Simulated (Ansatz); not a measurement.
**NbTe3: one candidate structure**

Where does NbTe3 go from the start given, Ni3Sn (D0_19) type (P6_3/mmc, No. 194)?

Method: DFT PBE, scalar-relativistic, plane waves, PAW, in Ansatz 0.2.0.

### 1 Starting point

Symmetry: P6_3/mmc, No. 194, hexagonal system. Conventional cell: a = 6.940 Å, b = 6.940 Å, c = 5.571 Å, α = 90.00°, β = 90.00°, γ = 120.00°. Around Nb (site symmetry -6m2) lie 12 Te at 3.43 to 3.47 Å. Te (site symmetry mm2) has 4 Nb at 3.43 to 3.47 Å and 8 Te at 3.43 to 3.48 Å as nearest neighbours.

Structure file:

```cif
data_structure
_symmetry_space_group_name_H-M 'P6_3/mmc'
_symmetry_Int_Tables_number 194
_cell_length_a 6.9404
_cell_length_b 6.9404
_cell_length_c 5.5707
_cell_angle_alpha 90.000
_cell_angle_beta 90.000
_cell_angle_gamma 120.000
_cell_volume 232.38
loop_
_atom_site_label
_atom_site_type_symbol
_atom_site_symmetry_multiplicity
_atom_site_Wyckoff_symbol
_atom_site_fract_x
_atom_site_fract_y
_atom_site_fract_z
_atom_site_occupancy
Nb1 Nb 2 c 0.33333 0.66667 0.25000 1
Te1 Te 6 h 0.83300 0.66600 0.25000 1
```

(A quick probe on a coarse mesh, which set the mesh and smearing, is not shown.)

### 3 A loose first relaxation

input.yaml

```yaml
crystal:
  lattice:
    - [6.940370628, 0.0, 0.0]
    - [-3.470185314, 6.0105372755, 0.0]
    - [0.0, 0.0, 5.5707182748]
  atoms:
    - { symbol: Nb, position: [0.3333333333, 0.6666666667, 0.25] }
    - { symbol: Nb, position: [0.6666666667, 0.3333333333, 0.75] }
    - { symbol: Te, position: [0.833, 0.666, 0.25] }
    - { symbol: Te, position: [0.167, 0.833, 0.75] }
    - { symbol: Te, position: [0.334, 0.167, 0.25] }
    - { symbol: Te, position: [0.167, 0.334, 0.75] }
    - { symbol: Te, position: [0.833, 0.167, 0.25] }
    - { symbol: Te, position: [0.666, 0.833, 0.75] }
basis:
  ecutwfc: 420
kpoints:
  mp_grid: { grid: [3, 3, 4] }
hamiltonian:
  xc: pbe
scf:
  occupations: { method: gaussian, width: 0.1 }
  lower_state_search: "off"
output:
  forces: true
  stress: true
  eigenvalues: true
relax:
  adjacent_minimum: "off"
  f_tol: 0.04
  max_steps: 70
  cell: { stress_tol: 0.4 }
```

The run is started by

```
$ ansatz run input.yaml --threads 1 --pin off --max-ram 2560MiB --backend cpu --events-out ev --progress --plain --runs-dir out
```

The session goes on with these runs: coarse relaxation; full relaxation.

Before running it: what results should come out?

As calculated:

Formation energies count from the elements, computed with the same settings in runs not shown here.

| quantity | value |
| --- | --- |
| cell | a = 9.906 Å, b = 9.906 Å, c = 3.430 Å, α = 90.00°, β = 90.00°, γ = 120.00° |
| space group | P6_3/mmc (No. 194) |
| volume | 36.44 Å³/atom |
| gap on the mesh | none (metal) |
| formation energy from the elements | -0.204 eV/atom |

In words: The space group stayed P6_3/mmc, and from the first guess the volume went from 29.05 to 36.44 Å³/atom. With -0.20 eV/atom it lies under the elements, which doesn't yet make it stable against other compounds of them. The runs treat Te without spin-orbit coupling.
